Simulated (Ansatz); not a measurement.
# Y2Si3O: the cost of one run

Method: DFT PBE, scalar-relativistic, plane waves, PAW, in Ansatz 0.2.0.

1 further run of the same task is left out (it didn't finish).

## Step 1: Starting point

It takes space group P-3m1 (No. 164, trigonal). The conventional cell has a = 4.314 Å, b = 4.314 Å, c = 6.863 Å, α = 90.00°, β = 90.00°, γ = 120.00°. Y (site symmetry 3m) is surrounded by 7 Si at 2.58 to 3.01 Å and 3 O at 3.04 Å. Around Si (site symmetry 3m) lie 4 Y at 2.58 to 2.71 Å and 3 Si at 2.69 Å. Si (site symmetry -3m) is surrounded by 6 Si at 2.69 Å and 6 Y at 3.01 Å. O (site symmetry -3m) is surrounded by 6 Y at 3.04 Å.

Coordinates:

```xyz
6
Lattice="4.3144 0.0000 0.0000 -2.1572 3.7364 0.0000 0.0000 0.0000 6.8631" Properties=species:S:1:pos:R:3 pbc="T T T"
Y     2.1572    1.2455    5.1287
Y     0.0000    2.4909    1.7344
Si    2.1572    1.2455    2.4164
Si    0.0000    2.4909    4.4468
Si    0.0000    0.0000    3.4316
O     0.0000    0.0000    0.0000
```

A structure generator made this guess: species swapped into a database cell of Li3SmSb2 (P-3m1, No. 164), with Si on the Li sites, O on the Sm sites and Y on the Sb sites. The dimensions are guesses.

## Step 2: The guess as it stands, on a coarse mesh

File input.yaml:

```yaml
crystal:
  lattice:
    - [4.31443348, 0.0, 0.0]
    - [-2.15721674, 3.736409, 0.0]
    - [0.0, 0.0, 6.86314988]
  atoms:
    - { symbol: "Y", position: [0.66666667, 0.33333333, 0.74728221] }
    - { symbol: "Y", position: [0.33333333, 0.66666667, 0.25271779] }
    - { symbol: Si, position: [0.66666667, 0.33333333, 0.35207742] }
    - { symbol: Si, position: [0.33333333, 0.66666667, 0.64792258] }
    - { symbol: Si, position: [0.0, 0.0, 0.5] }
    - { symbol: O, position: [0.0, 0.0, 0.0] }
basis:
  ecutwfc: 420
kpoints:
  mp_grid: { grid: [6, 6, 4] }
hamiltonian:
  xc: pbe
scf:
  occupations: { method: gaussian, width: 0.1 }
  lower_state_search: "off"
output:
  forces: true
  stress: true
  eigenvalues: true
```

Started as:

```
ansatz run input.yaml --threads 1 --pin off --max-ram 2560MiB --backend cpu --events-out ev --progress --plain --runs-dir out
```

**Question.** How long does this run take on 1 thread of Intel Xeon Platinum 8488C (Sapphire Rapids), shared host, and how much memory does it need?

About 2.8 s, with a peak of 0.43 GiB.
